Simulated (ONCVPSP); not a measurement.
# An ONCV potential for antimony, from input to tests

Do these settings give a usable potential? It is generated, then checked for transferability, scattering, ghosts and hardness.

Method: ONCVPSP 4.0.1.1 (patched build), LDA (Perdew-Wang 92), scalar-relativistic.

**1. The atom and the settings**

Typed settings, in words:

* element: antimony (Sb, Z = 51)
* type: optimised norm-conserving Vanderbilt (ONCV)
* frozen core: [Kr]
* valence charge: 15
* reference configuration: 4d10 5s2 5p1.5 (charge +1.5)
* partial waves: 5s: rc 1.65 bohr, ncon 3, nbas 6, qcut 3.3 1/bohr, 2 projectors, debl 3.9 Ha; 5p: rc 2.00 bohr, ncon 3, nbas 7, qcut 4.6 1/bohr, 1 projector; 4d: rc 1.00 bohr, ncon 4, nbas 7, qcut 9.9 1/bohr, 3 projectors, debl 1.1 Ha; f scattering state at 0.45 Ha: rc 2.15 bohr, ncon 4, nbas 7, qcut 4.7 1/bohr, 3 projectors, debl 2.1 Ha
* local potential: polynomial inside 1.00 bohr (lpopt 5, dvloc0 4 Ha)
* core correction: Teter function, fcfact 1.75, rcfact 1.7

An earlier all-electron run gives the scale for the radii.

All-electron outer shells of the reference configuration (LDA (PZ), scalar-relativistic, ld1.x):

```
shell  level (eV)  outermost node (bohr)  outermost maximum (bohr)
   4s     -161.90                   0.39                      0.72
   4p     -115.00                   0.39                      0.76
   4d      -46.89                   0.38                      0.84
   5s      -25.28                   0.95                      1.86
   5p      -16.22                   1.04                      2.21
```

**2. Generating the potential**

The input, Sb.dat:

```
# ATOM AND REFERENCE CONFIGURATION
# atsym  z   nc   nv     iexc    psfile
  Sb 51.00    8    3  -001012      upf
#
#   n    l    f
    1    0    2.00
    2    0    2.00
    2    1    6.00
    3    0    2.00
    3    1    6.00
    3    2   10.00
    4    0    2.00
    4    1    6.00
    4    2   10.00
    5    0    2.00
    5    1    1.50
#
# PSEUDOPOTENTIAL AND OPTIMIZATION
# lmax
    3
#
#   l,   rc,      ep,       ncon, nbas, qcut
    0    1.65    0.00    3    6    3.30
    1    2.00    0.00    3    7    4.60
    2    1.00    0.00    4    7    9.90
    3    2.15    0.45    4    7    4.70
#
# LOCAL POTENTIAL
# lloc, lpopt,  rc(5),   dvloc0
    4    5    1.00    4.00
#
# VANDERBILT-KLEINMAN-BYLANDER PROJECTORs
# l, nproj, debl
    0    2    3.90
    1    1    3.30
    2    3    1.10
    3    3    2.10
#
# MODEL CORE CHARGE
# icmod, fcfact, rcfact
    3    1.75    1.70
#
# LOG DERIVATIVE ANALYSIS
# epsh1, epsh2, depsh
   -3.00    5.00    0.02
#
# OUTPUT GRID
# rlmax, drl
    6.00    0.01
#
# TEST CONFIGURATIONS
# ncnf
    4
# nvcnf
#   n    l    f
    3
    4    2   10.00
    5    0    2.00
    5    1    3.00
#
    3
    4    2   10.00
    5    0    2.00
    5    1    2.00
#
    3
    4    2   10.00
    5    0    2.00
    5    1    1.00
#
    3
    4    2   10.00
    5    0    1.00
    5    1    4.00
#
```

On the command line:

```console
$ oncvpsp.x < Sb.dat > Sb.out
```

Q: Predict the outcome of this session. Wanted: cutoffs for 1 and 0.1 mHa per electron, occupied waves; bound ghosts; GHOST(+) flags; largest test error; largest phase difference near zero energy, channels read; rms error of d²Exc/dn², without and with the model core; projector energies reset by the program.

The runs gave:

```
                                                quantity                                             value
  cutoffs for 1 and 0.1 mHa per electron, occupied waves                                  49 Ha and 124 Ha
                                            bound ghosts  s at -111.10 eV, p at -75.48 eV, d at -118.95 eV
                                          GHOST(+) flags          d at 2746 eV, d at 5077 eV, f at 1751 eV
                            largest test error (AE − PS)                        +5.9 meV, for 4d10 5s2 5p3
largest phase difference near zero energy, channels read                                         0.007 rad
 rms error of d²Exc/dn², without and with the model core                                 5.22 and 1.67 mHa
                 projector energies reset by the program                        d: -1.723, 0.250, 1.350 Ha
```

**Reading.** It has a bound ghost (s, p, d), a state that the atom doesn't have, and that rules the file out. The worst unpolarised test, 4d10 5s2 5p3, is off by 5.9 meV on 15.6 eV; by total energies transferability rates as good. Atomic tests can pass in spite of a ghost, since they solve only for the levels asked. It counts as hard, with 49 Ha needed at the looser tolerance. The tighter tolerance needs 124 Ha, and converged work needs a cutoff nearer that. At the looser tolerance the 4d wave is the slowest; 5s needs 11 Ha. Near zero energy the phases of the channels with partial waves agree within 0.007 rad. The pseudo curves have a pole with no partner nearby in the atom's: p at -2.76 Ha. The program also flags highly localised states, GHOST(+) (d, f). All of this concerns the isolated atom, not yet a solid.
